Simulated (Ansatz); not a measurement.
# CH4FMgN: the cost of one run

Method: RKS B3LYP-D4/cc-pVDZ, in Ansatz 0.2.0.

## (1) Starting point

Bond lengths: C1–N2 1.445 Å, N2–Mg3 1.928 Å, Mg3–F4 1.724 Å, C1–H5 1.101 Å, C1–H6 1.095 Å, C1–H7 1.092 Å, N2–H8 1.019 Å. Angles: C1–N2–Mg3 111.5°, C1–N2–H8 107.5°, Mg3–N2–H8 107.9°, N2–C1–H5 114.0°, N2–C1–H6 108.6°, N2–C1–H7 109.0°, H5–C1–H6 108.0°, H5–C1–H7 108.5°, H6–C1–H7 108.8°, N2–Mg3–F4 116.3°.

As a file:

```xyz
8

C    -0.0982    0.8652    0.1357
N    -0.0317   -0.3655    0.8892
Mg    0.8084   -1.7713   -0.1273
F     0.6391   -1.6811   -1.8408
H    -0.6463    0.7795   -0.8151
H    -0.6001    1.6220    0.7474
H     0.9172    1.2049   -0.0799
H    -0.9884   -0.6536    1.0908
```

## (2) End point A

input.yaml reads:

```yaml
crystal:
  periodic: [false, false, false]
  atoms:
    - { symbol: C, position_ang: [-0.09822, 0.86524, 0.13568] }
    - { symbol: "N", position_ang: [-0.03169, -0.36553, 0.88923] }
    - { symbol: Mg, position_ang: [0.80844, -1.77131, -0.12735] }
    - { symbol: F, position_ang: [0.63913, -1.68112, -1.84076] }
    - { symbol: H, position_ang: [-0.64626, 0.77949, -0.81512] }
    - { symbol: H, position_ang: [-0.60014, 1.62199, 0.74745] }
    - { symbol: H, position_ang: [0.91717, 1.20487, -0.07991] }
    - { symbol: H, position_ang: [-0.98843, -0.65364, 1.09079] }
basis:
  gaussian: { orbitals: cc-pVDZ }
hamiltonian:
  xc: b3lyp
  dispersion: d4
relax:
  f_tol: 0.015
  max_steps: 40
output:
  orbitals: {}
```

Command:

```bash
$ ansatz run input.yaml --threads 1 --pin off --max-ram 2048MiB --backend cpu --events-out ev --progress --plain --runs-dir out
```

What time and memory should one allow on 1 thread of Arm Neoverse V1, shared host?

About 59 s, with a peak of 0.15 GiB.
